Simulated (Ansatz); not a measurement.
**Cadmium, fcc under PBEsol: from relaxation to bulk modulus**

What does PBEsol give for cadmium in the fcc structure? We relax it, solve it on a dense k-mesh, then scale the cell to 7 volumes from 88 to 112 % of the relaxed one and try a fit of the equation of state. Spin polarisation is left out. The k-meshes are 12×12×12 for the relaxation; 20×20×20 for the dense run; 14×14×14 for the volumes.

This is Cd in the fcc structure; at room conditions it is hcp.

Computed with Ansatz 0.2.0 (DFT PBEsol, plane waves (420 eV) with PAW, scalar-relativistic; PBE-made PAW files, unless a step says otherwise).

### Step 1. The system as given

The structure is cubic, space group Fm-3m (No. 225). The conventional cell has a = 4.420 Å, b = 4.420 Å, c = 4.420 Å, α = 90.00°, β = 90.00°, γ = 90.00°. Cd (site symmetry m-3m) has 12 Cd at 3.13 Å as nearest neighbours.

Coordinates:

```cif
data_structure
_symmetry_space_group_name_H-M 'Fm-3m'
_symmetry_Int_Tables_number 225
_cell_length_a 4.4198
_cell_length_b 4.4198
_cell_length_c 4.4198
_cell_angle_alpha 90.000
_cell_angle_beta 90.000
_cell_angle_gamma 90.000
_cell_volume 86.34
loop_
_atom_site_label
_atom_site_type_symbol
_atom_site_symmetry_multiplicity
_atom_site_Wyckoff_symbol
_atom_site_fract_x
_atom_site_fract_y
_atom_site_fract_z
_atom_site_occupancy
Cd1 Cd 4 a 0.00000 0.00000 0.00000 1
```

### Step 2. Relaxation of the cell

The input, input.yaml:

```yaml
crystal:
  lattice:
    - [0.0, 2.2099191412, 2.2099191412]
    - [2.2099191412, 0.0, 2.2099191412]
    - [2.2099191412, 2.2099191412, 0.0]
  atoms:
    - { symbol: Cd, position: [0.0, 0.0, 0.0] }
hamiltonian:
  xc: pbesol
  pseudopotentials:
    kind: paw
    azcp:
      Cd: "pseudopotentials/Cd.paw.azcp"
basis:
  ecutwfc: 420
  fft_grid_basis: typed
kpoints:
  mp_grid: { grid: [12, 12, 12], shift: [0, 0, 0] }
magnetization:
  spin_polarized: false
scf:
  occupations: { method: fermi_dirac, width: 0.1 }
relax:
  max_steps: 60
  f_tol: 0.01
  cell: {}
```

After this run come: Dense single point; Equation of state: 88 %; Equation of state: 92 %; Equation of state: 96 %; Equation of state: 100 %; Equation of state: 104 %; Equation of state: 108 %; Equation of state: 112 %.

**Question.** What will these runs give? Wanted: space group; conventional cell; volume; shortest distance; gap on the mesh; relative to hcp; V₀, B₀, B₀′.

**Answer**, as computed:

```
                      quantity                         value
space group (spins left aside)               Fm-3m (No. 225)
             conventional cell                   a = 4.377 Å
                        volume                20.967 Å³/atom
             shortest distance                       3.095 Å
               gap on the mesh  none (levels filled in part)
               relative to hcp                   +9 meV/atom
                   V₀, B₀, B₀′   20.953 Å³/atom, 60 GPa, 5.6
```

**Reading.** The relaxation shrank the cell by 2.9 % in volume. It lies 9 meV/atom above the element's reference form at the same level (hcp, from a run of its own). Levels at the Fermi energy are filled in part, as in a metal. The fitted modulus is 60 GPa. Relaxation kept the symmetry; phonons were not checked.
